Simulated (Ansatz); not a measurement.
**YIn: how the settings move a single-point run**

How sensitive is a single-point run of YIn to its settings? A reference run comes first, then one run with altered input.

Program: Ansatz 0.2.0. Level of theory: reference: DFT, LDA, PAW with Ansatz's default frozen-core files, scalar-relativistic. These are calculated values, not measurements.

### 1 Starting point

The structure is tetragonal, space group P4/mmm (No. 123). Conventional cell: a = 3.542 Å, b = 3.542 Å, c = 4.195 Å, α = 90.00°, β = 90.00°, γ = 90.00°. Y (site symmetry 4/mmm) is surrounded by 8 In at 3.27 Å and 4 Y at 3.54 Å. In (site symmetry 4/mmm) is surrounded by 8 Y at 3.27 Å and 4 In at 3.54 Å.

Structure file:

```
Y In
1.0
     3.54244    0.00000    0.00000
     0.00000    3.54244    0.00000
     0.00000    0.00000    4.19496
Y In
1 1
Direct
  0.00000 0.00000 0.00000
  0.50000 0.50000 0.50000
```

### 2 Baseline

The input, input.yaml:

```yaml
crystal:
  lattice:
    - [3.5424350136, 0.0, 0.0]
    - [0.0, 3.5424350136, 0.0]
    - [0.0, 0.0, 4.19496077]
  atoms:
    - { symbol: "Y", position: [0.0, 0.0, 0.0], spin: 0.6 }
    - { symbol: In, position: [0.5, 0.5, 0.5] }
magnetization:
  spin_polarized: true
kpoints:
  mp_grid: { grid: [11, 11, 9] }
scf:
  occupations: { method: fermi_dirac, width: 0.03 }
  lower_state_search: "off"
hamiltonian:
  xc: lda
  pseudopotentials: { kind: paw }
output:
  forces: true
  stress: true
  eigenvalues: true
  populations: true
  dos: { projected: true, de: 0.1, e_range: [-8, 5] }
  write_density: true
  write_potential: true
  elf: true
  volumetric_format: npy
```

Launch:

```
ansatz run input.yaml --threads 1 --pin off --max-ram 3072MiB --backend cpu --events-out ev --progress --plain --runs-dir out
```

### 3 Variant: starting moments, ecutwfc 36.7 Ry, ecutrho_ratio 4

Edit input.yaml of step 2 so:

```diff
@@ -6,4 +6,4 @@
   atoms:
-    - { symbol: "Y", position: [0.0, 0.0, 0.0], spin: 0.6 }
-    - { symbol: In, position: [0.5, 0.5, 0.5] }
+    - { symbol: "Y", position: [0.0, 0.0, 0.0], spin: 0.2 }
+    - { symbol: In, position: [0.5, 0.5, 0.5], spin: 0.2 }
 magnetization:
@@ -22,4 +22,2 @@
   eigenvalues: true
-  populations: true
-  dos: { projected: true, de: 0.1, e_range: [-8, 5] }
   write_density: true
@@ -28 +26,4 @@
   volumetric_format: npy
+basis:
+  ecutwfc: "36.7 Ry"
+  ecutrho_ratio: 4
```

**Question.** What will these runs give? Wanted: for each run, ending; energy change; pressure; gap; force.

**Answer**, as computed:

```csv
run,ending,energy change,pressure (GPa),gap (eV),force (eV/Å),cycles,time
reference,converged,0,-4.2,0.00,0.00,13,31 s
"1: starting moments, ecutwfc 36.7 Ry, ecutrho_ratio 4",converged,-0.3 meV/atom,-4.2,0.00,0.00,12,38 s
```

Times don't compare one to one where runs were asked for different outputs or read a saved state (see the inputs); cycles may leave out searches for a lower state.

Residual by cycle in the longest SCF loop of each run; runs are numbered as in the table. The quantity is the density residual dr2, in eV.

```csv
cycle,reference,run 1
1,0.345,0.345
2,0.173,0.173
3,0.024,0.0242
4,0.00124,0.00116
5,4.8e-4,5.0e-4
6,2.3e-5,2.4e-5
8,8.7e-6,8.7e-6
9,7.2e-7,7.2e-7
10,1.5e-7,1.8e-7
11,1.6e-9,1.0e-9
12,1.7e-10,1.3e-10
13,2.4e-11,-
```

With the changed spin start and cutoff the energy stays within 0.5 meV/atom: no moment survives, so both runs end on the same non-magnetic state.
